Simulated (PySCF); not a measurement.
**MgAs at other levels of theory**

What do other methods print for MgAs?

Computed with PySCF 2.14.0. Level: method and basis as typed in the scripts.

5 further runs of the same task are left out: 5 that didn't finish.

**1. The system as given**

MgAs: 2 atoms, charge 0, spin multiplicity 2.

Bond lengths: Mg1–As2 2.909 Å.

**2. Base script**

Contents of input.py:

```python
from pyscf import gto, scf, mp

mol = gto.M(
    atom='Mg 0 0 0; As 0 0 2.909',
    basis='sbkjc',
    ecp={'Mg': 'sbkjc', 'As': 'sbkjc'},
    charge=0,
    spin=1,
    verbose=4,
)
mf = scf.UHF(mol)
mf.kernel()
mp.MP2(mf).kernel()
mf.dip_moment()
print('orbital energies (hartree):', [e[max(0, n-3):n+3].round(4) for e, n in zip(mf.mo_energy, mol.nelec)])
```

Command:

```console
> OMP_NUM_THREADS=1 python input.py
```

**3. ROHF**

Variant 1 changes SCF type: UHF → ROHF.

Contents of input.py:

```python
from pyscf import gto, scf, mp

mol = gto.M(
    atom='Mg 0 0 0; As 0 0 2.909',
    basis='sbkjc',
    ecp={'Mg': 'sbkjc', 'As': 'sbkjc'},
    charge=0,
    spin=1,
    verbose=4,
)
mf = scf.ROHF(mol)
mf.kernel()
mp.MP2(mf).kernel()
mf.dip_moment()
print('orbital energies (hartree):', mf.mo_energy[..., max(0, mol.nelec[1]-3):mol.nelec[0]+3].round(4))
```

**4. Bp86 (UKS)**

Variant 2 changes functional: none (Hartree–Fock) → bp86; SCF type: UHF → UKS; step after the SCF: mp2 → analyze.

input.py, as its differences from that of step 2:

```diff
@@ -1,2 +1,2 @@
-from pyscf import gto, scf, mp
+from pyscf import gto, dft
 
@@ -10,5 +10,5 @@
 )
-mf = scf.UHF(mol)
+mf = dft.UKS(mol, xc='bp86')
 mf.kernel()
-mp.MP2(mf).kernel()
+mf.mulliken_pop()
 mf.dip_moment()
```

**5. CASSCF (ROHF)**

Variant 3 changes step after the SCF: mp2 → casscf; SCF type: UHF → ROHF; active space: none → 5 electrons in 6 orbitals.

Contents of input.py:

```python
from pyscf import gto, scf, mcscf

mol = gto.M(
    atom='Mg 0 0 0; As 0 0 2.909',
    basis='sbkjc',
    ecp={'Mg': 'sbkjc', 'As': 'sbkjc'},
    charge=0,
    spin=1,
    verbose=4,
)
mf = scf.ROHF(mol)
mf.kernel()
mc = mcscf.CASSCF(mf, 6, 5)
mc.kernel()
mc.analyze()
mf.dip_moment()
print('orbital energies (hartree):', mf.mo_energy[..., max(0, mol.nelec[1]-3):mol.nelec[0]+3].round(4))
```

**6. B3lyp (UKS)**

Variant 4 changes functional: none (Hartree–Fock) → b3lyp; SCF type: UHF → UKS; step after the SCF: mp2 → analyze.

input.py, as its differences from that of step 2:

```diff
@@ -1,2 +1,2 @@
-from pyscf import gto, scf, mp
+from pyscf import gto, dft
 
@@ -10,5 +10,5 @@
 )
-mf = scf.UHF(mol)
+mf = dft.UKS(mol, xc='b3lyp')
 mf.kernel()
-mp.MP2(mf).kernel()
+mf.mulliken_pop()
 mf.dip_moment()
```

**7. NEVPT2 (ROHF)**

Variant 5 changes step after the SCF: mp2 → nevpt2; SCF type: UHF → ROHF; active space: none → 5 electrons in 6 orbitals.

Contents of input.py:

```python
from pyscf import gto, scf, mcscf, mrpt

mol = gto.M(
    atom='Mg 0 0 0; As 0 0 2.909',
    basis='sbkjc',
    ecp={'Mg': 'sbkjc', 'As': 'sbkjc'},
    charge=0,
    spin=1,
    verbose=4,
)
mf = scf.ROHF(mol)
mf.kernel()
mc = mcscf.CASSCF(mf, 6, 5)
mc.kernel()
mc.analyze()
mrpt.NEVPT(mc).kernel()
mf.dip_moment()
print('orbital energies (hartree):', mf.mo_energy[..., max(0, mol.nelec[1]-3):mol.nelec[0]+3].round(4))
```

**8. Gradient**

Variant 6 changes step after the SCF: mp2 → gradient.

input.py, as its differences from that of step 2:

```diff
@@ -1,2 +1,2 @@
-from pyscf import gto, scf, mp
+from pyscf import gto, scf
 
@@ -12,3 +12,3 @@
 mf.kernel()
-mp.MP2(mf).kernel()
+mf.nuc_grad_method().kernel()
 mf.dip_moment()
```

Q: Predict the outcome of this session. Wanted: for each run, E(SCF); from base; gap, α spin; SCF dipole; after the SCF.

The runs gave:

| run | E(SCF) (hartree) | from base (eV) | cycles | gap, α spin (eV) | SCF dipole (D) | after the SCF |
| --- | --- | --- | --- | --- | --- | --- |
| base | -6.765644 | 0 | 12 | 6.20 | 5.13 | MP2 correlation -1.125 eV |
| ROHF | -6.766008 | -0.0099 | 9 | n/a | 5.15 | MP2 correlation -1.151 eV |
| bp86 (UKS) | -7.025966 | not comparable | 24 | 1.88 | 2.36 | n/a |
| CASSCF (ROHF) | -6.766008 | -0.0099 | 9 | n/a | 5.15 | CASSCF correlation -2.093 eV |
| b3lyp (UKS) | -6.972668 | not comparable | 12 | 1.00 | 5.48 | n/a |
| NEVPT2 (ROHF) | -6.766008 | -0.0099 | 9 | n/a | 5.15 | NEVPT2 correlation -2.542 eV (from the SCF energy, the CASSCF gain included) |
| gradient | -6.765644 | 0.0000 | 12 | 6.20 | 5.13 | n/a |

**Reading.** The α-spin gap between the frontier levels is 1.9 eV with bp86 (0 % exact exchange) and 1.0 eV with b3lyp (20 %). A lower total energy from another functional means nothing by itself. The dearest run is “bp86 (UKS)”, at 3.4 s against 1.1 s.
